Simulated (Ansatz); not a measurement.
# Hf3SnSe8: the cost of one run

Program: Ansatz 0.2.0. Level of theory: DFT PBE, scalar-relativistic, plane waves, PAW. These are calculated values, not measurements.

### Step 1. The starting structure

The structure is trigonal, space group P-3m1 (No. 164). Conventional cell: a = 7.620 Å, b = 7.620 Å, c = 7.148 Å, α = 90.00°, β = 90.00°, γ = 120.00°. Hf (site symmetry 2/m) has 6 Se at 2.69 to 2.70 Å in its first shell of neighbours. Around Sn (site symmetry -3m) lie 6 Se at 2.75 Å. Se (site symmetry 3m) has 3 Hf at 2.70 Å in its first shell of neighbours. Se (site symmetry m) is surrounded by 2 Hf at 2.69 Å and 1 Sn at 2.75 Å.

Structure file:

```cif
data_structure
_symmetry_space_group_name_H-M 'P-3m1'
_symmetry_Int_Tables_number 164
_cell_length_a 7.6201
_cell_length_b 7.6201
_cell_length_c 7.1478
_cell_angle_alpha 90.000
_cell_angle_beta 90.000
_cell_angle_gamma 120.000
_cell_volume 359.44
loop_
_atom_site_label
_atom_site_type_symbol
_atom_site_symmetry_multiplicity
_atom_site_Wyckoff_symbol
_atom_site_fract_x
_atom_site_fract_y
_atom_site_fract_z
_atom_site_occupancy
Hf1 Hf 3 e 0.50000 0.00000 0.00000 1
Sn1 Sn 1 a 0.00000 0.00000 0.00000 1
Se1 Se 2 d 0.66667 0.33333 0.21921 1
Se2 Se 6 i 0.65903 0.82951 0.22214 1
```

The start is the relaxed end of an invented cell (made as: elements ordered on the sites of the SnSe2 type, Sn/Hf on Sn (P-3m1, No. 164)), taken up again for a closer look.

### Step 2. The guess as it stands, on a coarse mesh

The input, input.yaml:

```yaml
crystal:
  lattice:
    - [7.6201399, 0.0, 0.0]
    - [-3.81007, 6.5992348, 0.0]
    - [0.0, 0.0, 7.1477939]
  atoms:
    - { symbol: Hf, position: [0.5, 0.0, 0.0] }
    - { symbol: Hf, position: [0.5, 0.5, 0.0] }
    - { symbol: Hf, position: [0.0, 0.5, 0.0] }
    - { symbol: Sn, position: [0.0, 0.0, 0.0] }
    - { symbol: Se, position: [0.6666667, 0.3333333, 0.219215] }
    - { symbol: Se, position: [0.65903, 0.829515, 0.222137] }
    - { symbol: Se, position: [0.170485, 0.34097, 0.222137] }
    - { symbol: Se, position: [0.170485, 0.829515, 0.222137] }
    - { symbol: Se, position: [0.829515, 0.170485, 0.777863] }
    - { symbol: Se, position: [0.829515, 0.65903, 0.777863] }
    - { symbol: Se, position: [0.34097, 0.170485, 0.777863] }
    - { symbol: Se, position: [0.3333333, 0.6666667, 0.780785] }
basis:
  ecutwfc: 420
kpoints:
  mp_grid: { grid: [3, 3, 4] }
hamiltonian:
  xc: pbe
scf:
  occupations: { method: gaussian, width: 0.1 }
  lower_state_search: "off"
output:
  forces: true
  stress: true
  eigenvalues: true
```

On the command line:

```bash
$ ansatz run input.yaml --threads 4 --pin off --max-ram 8192MiB --backend cpu --events-out ev --progress --plain --runs-dir out
```

Q: Estimate wall time and peak memory on 4 threads of Arm Neoverse V1, shared host.

About 8 s, with a peak of 1.4 GiB.
